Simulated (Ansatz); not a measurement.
# CH6AlBrGe: the cost of one run

All numbers are computed with Ansatz 0.2.0, driven from Python. The levels of theory stand in the script.

**1. The structure**

Bond lengths: Al1–C2 1.937 Å, C2–Ge3 1.913 Å, C2–Br4 1.945 Å, Al1–H5 1.641 Å, Al1–H6 1.631 Å, C2–H7 1.086 Å, Ge3–H8 1.553 Å, Ge3–H9 1.601 Å, Ge3–H10 1.561 Å. Angles (14 of 15 angles, heavy atoms first): Al1–C2–Ge3 108.2°, Al1–C2–Br4 109.5°, Ge3–C2–Br4 107.6°, Al1–C2–H7 111.1°, Ge3–C2–H7 108.2°, Br4–C2–H7 112.0°, C2–Al1–H5 121.0°, C2–Al1–H6 122.1°, C2–Ge3–H8 111.6°, C2–Ge3–H9 111.3°, C2–Ge3–H10 111.2°, H5–Al1–H6 116.8°, H8–Ge3–H9 108.8°, H8–Ge3–H10 106.5°.

The script reads ch6albrge.xyz:

```xyz
10

Al   -0.94860    1.35370   -0.54380
C    -0.55200   -0.53030   -0.32680
Ge    1.00480   -0.69100    0.77300
Br   -0.13340   -1.31090   -2.05880
H    -1.02240    2.03670   -2.03360
H    -1.31240    2.31420    0.72370
H    -1.37050   -1.04750    0.16490
H     1.42250   -2.17520    0.96110
H     0.76800   -0.03650    2.21440
H     2.22720    0.03560    0.12890
```

**2. The code**

Contents of methods_ch6albrge.py:

```python
"""One geometry of CH6AlBrGe, method by method."""

from dataclasses import dataclass
from pathlib import Path

import ansatz as az
import numpy as np


@dataclass
class Options:
    basis_set: str = "def2-SVP"


settings = Options()

geometry = az.Crystal.molecule_from_extxyz("ch6albrge.xyz")

setup = geometry.calculation().basis(gaussian=settings.basis_set)

print("functional    E (Ha)        dipole (D)   HOMO (eV)  LUMO (eV)")
for name in ["revpbe", "hse06", "pbe0", "cam_b3lyp", "b3lyp"]:
    rep = setup.functional(name).forces().orbitals().run(threads=1, backend="cpu", runs_dir="runs").report
    lines = Path(rep["orbitals_path"]).read_text().splitlines()
    field_of = lambda key: [line.split("=")[1].strip() for line in lines if line.startswith(key)]
    orbitals = [(27.211386 * float(e), s, float(n)) for e, s, n in zip(field_of("Ene="), field_of("Spin="), field_of("Occup="))]
    homo = max(e for e, _, n in orbitals if n > 0.5)
    lumo = min(e for e, _, n in orbitals if n < 0.5)
    dipole = 4.803205 * np.linalg.norm(rep["charge_distribution"]["dipole_moment_e_ang"])
    print(f"{name:10s} {rep['free_energy_ev'] / 27.211386246:14.6f} {dipole:9.3f} {homo:11.3f} {lumo:10.3f}")
```

**3. The calls as engine input**

The package turns the script's settings into the engine's input (first run):

```yaml
crystal:
  periodic: [false, false, false]
  atoms:
    - { symbol: Al, position_ang: [-0.9486, 1.3537, -0.5438] }
    - { symbol: C, position_ang: [-0.552, -0.5303, -0.3268] }
    - { symbol: Ge, position_ang: [1.0048, -0.691, 0.773] }
    - { symbol: Br, position_ang: [-0.1334, -1.3109, -2.0588] }
    - { symbol: H, position_ang: [-1.0224, 2.0367, -2.0336] }
    - { symbol: H, position_ang: [-1.3124, 2.3142, 0.7237] }
    - { symbol: H, position_ang: [-1.3705, -1.0475, 0.1649] }
    - { symbol: H, position_ang: [1.4225, -2.1752, 0.9611] }
    - { symbol: H, position_ang: [0.768, -0.0365, 2.2144] }
    - { symbol: H, position_ang: [2.2272, 0.0356, 0.1289] }
basis:
  gaussian:
    orbitals: def2-SVP
hamiltonian:
  xc: revpbe
output:
  orbitals: {}
  forces: true
```

**4. Launch**

Run with:

```console
$ python methods_ch6albrge.py
```

Q: Estimate wall time and peak memory on 1 thread of Arm Neoverse V1, shared host.

About 47 s, with a peak of 0.47 GiB.
